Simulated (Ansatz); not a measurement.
# GaH6OSbSi: the cost of one run

Computed with Ansatz 0.2.0, Gaussian basis. Level: RKS PBE0-D4/def2-TZVP.

Plan: relaxation at PBE0-D4/def2-TZVP; harmonic vibrations at the same level; a single point in def2-TZVPP for the fields.

### Step 1. The system as given

10 atoms, charge 0, spin multiplicity 1.

Atoms are counted from 1 here; the program's logs count them from 0.

Bond lengths: Si1–Ga2 2.396 Å, Si1–H5 1.475 Å, Si1–H6 1.476 Å, Si1–H7 1.476 Å, Ga2–O3 1.726 Å, Ga2–H8 1.613 Å, O3–Sb4 1.963 Å, Sb4–H9 1.708 Å, Sb4–H10 1.709 Å. Angles: Ga2–Si1–H5 112.5°, Ga2–Si1–H6 111.7°, Ga2–Si1–H7 111.0°, H5–Si1–H6 107.0°, H5–Si1–H7 106.9°, H6–Si1–H7 107.5°, Si1–Ga2–O3 111.4°, Si1–Ga2–H8 136.9°, O3–Ga2–H8 111.7°, Ga2–O3–Sb4 176.8°, O3–Sb4–H9 92.0°, O3–Sb4–H10 91.8°, H9–Sb4–H10 86.9°.

The start is a GFN2-xTB geometry. Sb takes the def2 core potential; no spin-orbit term is included.

### Step 2. Geometry optimisation, PBE0-D4/def2-TZVP

in.yaml reads:

```yaml
crystal:
  periodic: [false, false, false]
  atoms:
    - {symbol: Si, position_ang: [-1.712580, 0.579100, -0.981370]}
    - {symbol: Ga, position_ang: [-0.562200, -1.253120, 0.049250]}
    - {symbol: O, position_ang: [1.034590, -0.805540, 0.527760]}
    - {symbol: Sb, position_ang: [2.849980, -0.381130, 1.142970]}
    - {symbol: H, position_ang: [-3.027140, 0.188220, -1.522970]}
    - {symbol: H, position_ang: [-1.950020, 1.679430, -0.027020]}
    - {symbol: H, position_ang: [-0.931000, 1.128170, -2.106280]}
    - {symbol: H, position_ang: [-0.885900, -2.789450, 0.418940]}
    - {symbol: H, position_ang: [2.257540, 0.657100, 2.363520]}
    - {symbol: H, position_ang: [2.926720, 0.997220, 0.135200]}
basis:
  gaussian: {orbitals: def2-TZVP}
hamiltonian: {xc: pbe0, dispersion: d4}
relax: {f_tol: 0.005, max_steps: 150}
```

On the command line:

```sh
ansatz run in.yaml --threads 4 --pin off --events-out ev --progress --plain --max-ram 10444MiB
```

Q: Estimate wall time and peak memory on 4 threads of Arm Neoverse V1, shared host.

About 3.7 min, with a peak of 0.66 GiB.
